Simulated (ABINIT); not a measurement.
# P2S (Fm-3m) in ABINIT: further runs

Runs on P2S. Level: PBE. Tasks: single point.

All numbers are computed with ABINIT 10.8.3 (patched build); they aren't measurements. Logs are shortened: lines on timing, memory, paths and dates and some standing lists are left out, and cuts for length are marked. The log counts tension as positive stress, the text compression.

**1. The cell of the first run**

The structure is cubic, space group Fm-3m (No. 225). Conventional cell: a = 6.016 Å, b = 6.016 Å, c = 6.016 Å, α = 90.00°, β = 90.00°, γ = 90.00°. P (site symmetry -43m) is surrounded by 4 S at 2.61 Å. S (site symmetry m-3m) has 8 P at 2.61 Å as nearest neighbours.

The cell was built by a generator and needn't be a form met in nature.

**2. Single point, PBE (cell stretched)**

Input file run.abi:

```
# Pseudopotentials
pp_dirpath "./"
pseudos "P.GGA_PBE-JTH.xml, S.GGA_PBE-JTH.xml"

# Structure
acell 8.0388340905 8.0388340905 8.0388340905
rprim
     0.0000000000     0.7071067812     0.7071067812
     0.7071067812     0.0000000000     0.7071067812
     0.7071067812     0.7071067812     0.0000000000
ntypat 2
znucl 15 16
natom 3
typat 1 1 2
xred
     0.2500000000     0.2500000000     0.2500000000
     0.7500000000     0.7500000000     0.7500000000
     0.0000000000     0.0000000000     0.0000000000
chkprim 0
chksymtnons 0
tolsym 1.0e-6

# Plane-wave basis
ecut 15.0
pawecutdg 30.0
pawxcdev 0

# k points
kptopt 1
ngkpt 6 6 6
nshiftk 1
shiftk 0.0 0.0 0.0

# Exchange and correlation
ixc 11

# Bands and occupations
nband 12
occopt 3
tsmear 0.00183747

# SCF cycle
nstep 100
tolvrs 1.0e-9

# Output
iomode 3
prtwf 0
prteig 0
prtebands 0
enunit 1
prtden 1
prtvha 1
prtvclmb 1
prtpot 1
```

Potentials or basis: JTH PAW PBE v2.0.

Launch:

```
$ abinit run.abi > log 2>&1
```

run.abo:

```text
.Version 10.8.3 of ABINIT
 Symmetries : space group Fm -3 m (#225); Bravais cF (face-center cubic)
================================================================================
 Values of the parameters that define the memory need of the present run
     intxc =       0    ionmov =       0      iscf =      17    lmnmax =       8
     lnmax =       4     mgfft =      30  mpssoang =       2    mqgrid =    3001
     natom =       3  nloc_mem =       2    nspden =       1   nspinor =       1
    nsppol =       1      nsym =      48    n1xccc =       1    ntypat =       2
    occopt =       3   xclevel =       2
       mpw =        1032          nfft =       27000          nkpt =          16
 PAW method is used; the additional fine FFT grid is defined by:
   mgfftf=        40    nfftf =     64000
================================================================================
================================================================================

--------------------------------------------------------------------------------
------------- Echo of variables that govern the present computation ------------
--------------------------------------------------------------------------------
 -outvars: echo values of preprocessed input variables --------
            acell      8.0388340905E+00  8.0388340905E+00  8.0388340905E+00 Bohr
              amu      3.09737620E+01  3.20660000E+01
          chkprim           0
      chksymtnons           0
             ecut      1.50000000E+01 Hartree
           enunit           1
              ixc          11
         kptrlatt        6    0    0      0    6    0      0    0    6
          kptrlen      4.82330045E+01
            natom           3
            nband          12
            ngfft          30      30      30
          ngfftdg          40      40      40
             nkpt          16
            nstep         100
             nsym          48
           ntypat           2
           occopt           3
        pawecutdg      3.00000000E+01 Hartree
         pawxcdev           0
        prtebands           0
           prteig           0
           prtpot           1
         prtvclmb           1
           prtvha           1
            prtwf           0
            rprim      0.0000000000E+00  7.0710678120E-01  7.0710678120E-01
                       7.0710678120E-01  0.0000000000E+00  7.0710678120E-01
                       7.0710678120E-01  7.0710678120E-01  0.0000000000E+00
          spgroup         225
           tolsym      1.00000000E-06
           tolvrs      1.00000000E-09
           tsmear      1.83747000E-03 Hartree
            typat      1  1  2
           useylm           1
           xangst      1.5040047392E+00  1.5040047392E+00  1.5040047392E+00
                       4.5120142176E+00  4.5120142176E+00  4.5120142176E+00
                       0.0000000000E+00  0.0000000000E+00  0.0000000000E+00
            xcart      2.8421570492E+00  2.8421570492E+00  2.8421570492E+00
                       8.5264711475E+00  8.5264711475E+00  8.5264711475E+00
                       0.0000000000E+00  0.0000000000E+00  0.0000000000E+00
             xred      2.5000000000E-01  2.5000000000E-01  2.5000000000E-01
                       7.5000000000E-01  7.5000000000E-01  7.5000000000E-01
                       0.0000000000E+00  0.0000000000E+00  0.0000000000E+00
            znucl       15.00000   16.00000

================================================================================

 chkinp: Checking input parameters for consistency.

================================================================================
== DATASET  1 ==================================================================

--- !DatasetInfo
iteration_state: {dtset: 1, }
dimensions: {natom: 3, nkpt: 16, mband: 12, nsppol: 1, nspinor: 1, nspden: 1, mpw: 1032, }
cutoff_energies: {ecut:  15.0, pawecutdg:  30.0, }
electrons: {nelect:   1.60000000E+01, charge:   0.00000000E+00, occopt:   3.00000000E+00, tsmear:   1.83747000E-03, }
meta: {optdriver: 0, ionmov: 0, optcell: 0, iscf: 17, paral_kgb: 0, }
...

 Exchange-correlation functional for the present dataset will be:
  GGA: Perdew-Burke-Ernzerhof functional - ixc=11
  J.P.Perdew, K.Burke, M.Ernzerhof, PRL 77, 3865 (1996)

 Real(R)+Recip(G) space primitive vectors, cartesian coordinates (Bohr,Bohr^-1):
 R(1)=  0.0000000  5.6843141  5.6843141  G(1)= -0.0879614  0.0879614  0.0879614
 R(2)=  5.6843141  0.0000000  5.6843141  G(2)=  0.0879614 -0.0879614  0.0879614
 R(3)=  5.6843141  5.6843141  0.0000000  G(3)=  0.0879614  0.0879614 -0.0879614
 Unit cell volume ucvol=  3.6733660E+02 bohr^3
 Angles (23,13,12)=  6.00000000E+01  6.00000000E+01  6.00000000E+01 degrees

 Coarse grid specifications (used for wave-functions):
[... 54 lines left out ...]
  sigma(3 3)=  5.71312016E-05  sigma(2 1)=  0.00000000E+00

--- !ResultsGS
iteration_state: {dtset: 1, }
comment   : Summary of ground state results
lattice_vectors:
- [  0.0000000,   5.6843141,   5.6843141, ]
- [  5.6843141,   0.0000000,   5.6843141, ]
- [  5.6843141,   5.6843141,   0.0000000, ]
lattice_lengths: [   8.03883,    8.03883,    8.03883, ]
lattice_angles: [ 60.000,  60.000,  60.000, ] # degrees, (23, 13, 12)
lattice_volume:   3.6733660E+02
convergence: {deltae: -9.199E-11, res2:  6.677E-10, residm:  8.975E-13, diffor: null, }
etotal    :  -2.35380388E+01
entropy   :   0.00000000E+00
fermie    :   2.89131291E-01
cartesian_stress_tensor: # hartree/bohr^3
- [  5.71312016E-05,   0.00000000E+00,   0.00000000E+00, ]
- [  0.00000000E+00,   5.71312016E-05,   0.00000000E+00, ]
- [  0.00000000E+00,   0.00000000E+00,   5.71312016E-05, ]
pressure_GPa:  -1.6809E+00
xred      :
- [  2.5000E-01,   2.5000E-01,   2.5000E-01,  P]
- [  7.5000E-01,   7.5000E-01,   7.5000E-01,  P]
- [  0.0000E+00,   0.0000E+00,   0.0000E+00,  S]
cartesian_forces: # hartree/bohr
- [ -5.92121841E-30,  -9.86869735E-30,   1.38161763E-29, ]
- [  2.36848736E-29,  -3.94747894E-30,  -1.57899158E-29, ]
- [ -1.77636552E-29,   1.38161763E-29,   1.97373947E-30, ]
force_length_stats: {min:   1.79816223E-29, max:   2.87380805E-29, mean:   2.31033945E-29, }
...

 Integrated electronic density in atomic spheres:
 ------------------------------------------------
 Atom  Sphere_radius  Integrated_density
    1        1.60765          1.50341451
    2        1.60765          1.50341451
    3        1.90380          3.42574961

================================================================================

 ----iterations are completed or convergence reached----

 Mean square residual over all n,k,spin=   30.027E-14; max=  89.748E-14
 reduced coordinates (array xred) for    3 atoms
       0.250000000000      0.250000000000      0.250000000000
       0.750000000000      0.750000000000      0.750000000000
       0.000000000000      0.000000000000      0.000000000000
 rms dE/dt=  1.0761E-28; max dE/dt=  2.0195E-28; dE/dt below (all hartree)
    1       0.000000000000     -0.000000000000      0.000000000000
    2       0.000000000000     -0.000000000000     -0.000000000000
    3       0.000000000000      0.000000000000      0.000000000000

 cartesian coordinates (angstrom) at end:
    1      1.50400473920623     1.50400473920623     1.50400473920623
    2      4.51201421761870     4.51201421761870     4.51201421761870
    3      0.00000000000000     0.00000000000000     0.00000000000000

 cartesian forces (hartree/bohr) at end:
    1     -0.00000000000000    -0.00000000000000     0.00000000000000
    2      0.00000000000000    -0.00000000000000    -0.00000000000000
    3     -0.00000000000000     0.00000000000000     0.00000000000000
 frms,max,avg= 1.3579175E-29 2.3684874E-29   0.000E+00  0.000E+00  0.000E+00 h/b

 cartesian forces (eV/Angstrom) at end:
    1     -0.00000000000000    -0.00000000000000     0.00000000000000
    2      0.00000000000000    -0.00000000000000    -0.00000000000000
    3     -0.00000000000000     0.00000000000000     0.00000000000000
 frms,max,avg= 6.9826923E-28 1.2179252E-27   0.000E+00  0.000E+00  0.000E+00 e/A
 length scales=  8.038834090500  8.038834090500  8.038834090500 bohr
              =  4.253967800037  4.253967800037  4.253967800037 angstroms
 Fermi (or HOMO) energy (eV) =   7.86766   Average Vxc (eV)= -10.38485
 Eigenvalues (   eV  ) for nkpt=  16  k points:
 kpt#   1, nband= 12, wtk=  0.00463, kpt=  0.0000  0.0000  0.0000 (reduced coord)
  -8.45489   -0.20056    0.66866    3.30108    3.30108    3.30108    4.71315    4.71315
   4.71315    9.93534    9.93534    9.93534
 prteigrs : prtvol=0 or 1, do not print more k-points.

--- !EnergyTerms
iteration_state     : {dtset: 1, }
comment             : Components of total free energy in Hartree
kinetic             :  9.18851145211545E+00
hartree             :  1.89327220069877E+00
xc                  : -8.12744712344135E+00
Ewald energy        : -2.39702226861123E+01
psp_core            :  1.79595328378890E-01
local_psp           : -8.68469177724403E+00
PAW spherical_terms :  5.98360182828351E+00
internal            : -2.35373807773211E+01
'-kT*entropy'       : -6.52673726485615E-04
total_energy        : -2.35380334510476E+01
total_energy_eV     : -6.40502519707277E+02
...

--- !EnergyTermsDC
iteration_state     : {dtset: 1, }
comment             : '"Double-counting" decomposition of free energy'
band_energy         :  7.51377877058438E-01
Ewald energy        : -2.39702226861123E+01
psp_core            :  1.79595328378890E-01
xc_dc               : -1.51494824381258E+00
PAW spherical_terms :  1.01681157957757E+00
internal            : -2.35373861449100E+01
'-kT*entropy'       : -6.52673726485615E-04
total_energy_dc     : -2.35380388186365E+01
total_energy_dc_eV  : -6.40502665766812E+02
...

--- !EnergyTermsWithPAWCore
iteration_state     : {dtset: 1, }
comment             : 'Components of total free energy, including PAW core contributions'
Total energy        : -1.08327589554030E+03
Total energy DC     : -1.08327590090789E+03
Total energy (eV)   : -2.94774388045080E+04
Total energy DC (eV): -2.94774389505675E+04
...

 Cartesian components of stress tensor (hartree/bohr^3)
  sigma(1 1)=  5.71312016E-05  sigma(3 2)=  0.00000000E+00
  sigma(2 2)=  5.71312016E-05  sigma(3 1)=  0.00000000E+00
  sigma(3 3)=  5.71312016E-05  sigma(2 1)=  0.00000000E+00

-Cartesian components of stress tensor (GPa)         [Pressure= -1.6809E+00 GPa]
- sigma(1 1)=  1.68085798E+00  sigma(3 2)=  0.00000000E+00
- sigma(2 2)=  1.68085798E+00  sigma(3 1)=  0.00000000E+00
- sigma(3 3)=  1.68085798E+00  sigma(2 1)=  0.00000000E+00

== END DATASET(S) ==============================================================
================================================================================

 -outvars: echo values of variables after computation  --------
            acell      8.0388340905E+00  8.0388340905E+00  8.0388340905E+00 Bohr
           etotal     -2.3538038819E+01
            fcart     -5.9212184104E-30 -9.8686973506E-30  1.3816176291E-29
                       2.3684873642E-29 -3.9474789403E-30 -1.5789915761E-29
                      -1.7763655231E-29  1.3816176291E-29  1.9737394701E-30
            rprim      0.0000000000E+00  7.0710678120E-01  7.0710678120E-01
                       7.0710678120E-01  0.0000000000E+00  7.0710678120E-01
                       7.0710678120E-01  7.0710678120E-01  0.0000000000E+00
           strten      5.7131201646E-05  5.7131201646E-05  5.7131201646E-05
                       0.0000000000E+00  0.0000000000E+00  0.0000000000E+00
           xangst      1.5040047392E+00  1.5040047392E+00  1.5040047392E+00
                       4.5120142176E+00  4.5120142176E+00  4.5120142176E+00
                       0.0000000000E+00  0.0000000000E+00  0.0000000000E+00
             xred      2.5000000000E-01  2.5000000000E-01  2.5000000000E-01
                       7.5000000000E-01  7.5000000000E-01  7.5000000000E-01
                       0.0000000000E+00  0.0000000000E+00  0.0000000000E+00
 Calculation completed.
```

Run time: 11 s. Hardware: 1 thread of Intel Xeon Platinum 8259CL at 2.50GHz (Skylake/Cascade Lake), shared host; peak memory 0.1 GiB.

Results:

| Quantity | Value |
| --- | --- |
| Free energy | -640.5027 eV |
| Band gap on the k mesh | none (metal or under the smearing width) |
| Valence electrons inside the program's atomic spheres | P 1.50; S 3.43 |

Caveat: the cutoff is too short for stress, so the log's stress isn't used.

**3. Single point, PBE (cell strained at random)**

Input file run.abi:

```
# Pseudopotentials
pp_dirpath "./"
pseudos "15_P_5_1.8_1.9_pbe_n_v1.0.psp8, 16_S_6_1.8_1.9_pbe_n_v1.0.psp8"

# Structure
acell 4.1736946334 4.1436152058 4.1768511718 Angstrom
rprim
    -0.0185538250     0.7079511703     0.7060176316
     0.7152804623    -0.0063545959     0.6988086143
     0.7142320560     0.6998233549    -0.0109472419
ntypat 2
znucl 15 16
natom 3
typat 1 1 2
xred
     0.2500000000     0.2500000000     0.2500000000
     0.7500000000     0.7500000000     0.7500000000
     0.0000000000     0.0000000000     0.0000000000
chkprim 0
chksymtnons 0
tolsym 1.0e-6

# Plane-wave basis
ecut 18.0

# k points
kptopt 1
ngkpt 6 6 6
nshiftk 1
shiftk 0.0 0.0 0.0

# Exchange and correlation
ixc 11

# Bands and occupations
nband 12
occopt 3
tsmear 0.05 eV

# SCF cycle
nstep 100
tolvrs 1.0e-10

# Output
iomode 3
prtwf 0
prtden 0
prteig 0
prtebands 0
enunit 2
```

Potentials or basis: SPMS NC PBE v1.0.

Launch:

```
$ abinit run.abi > log 2>&1
```

Run time: 42 s. Hardware: 1 thread of Intel Xeon Platinum 8488C (Sapphire Rapids), shared host; peak memory 0.08 GiB.

The run converged. Its results:

```yaml
Free_energy: -672.4818 eV
Pressure: 0.4 GPa
Largest_force: 0.134 eV/Å
Band_gap_on_the_k_mesh: none (metal or under the smearing width)
Valence_electrons_inside_the_program's_atomic_spheres: P 2.58; S 3.77
```

Forces in eV/Å, atoms in the order of the input:
```
P    0.021  0.111  0.073
P   -0.021 -0.111 -0.073
S    0.000  0.000  0.000
```

Stress tensor (GPa, compression positive):
```
 2.28 -0.14 -0.29
-0.14 -0.20  0.13
-0.29  0.13 -0.76
```

Levels at points of the mesh, in eV from the Fermi level:
```tsv
k point	band 6	band 7	band 8	band 9	band 10	band 11
(0.00, 0.00, 0.00)	-4.60	-3.44	-3.36	-3.11	1.90	2.21
(0.50, 0.00, 0.00)	-2.35	-2.32	-2.30	1.27	1.85	2.08
(0.00, 0.50, 0.00)	-2.46	-2.43	-2.30	1.28	1.94	2.30
(0.50, 0.50, 0.00)	-3.78	0.00	1.54	2.04	2.17	2.43
(0.00, 0.00, 0.50)	-2.42	-2.41	-2.28	1.27	1.88	2.26
(0.50, 0.00, 0.50)	-3.75	0.02	1.50	2.11	2.12	2.47
(0.00, 0.50, 0.50)	-3.57	0.02	1.85	1.91	2.13	2.23
(0.50, 0.50, 0.50)	-2.52	-2.45	-2.33	1.32	2.15	2.40
```
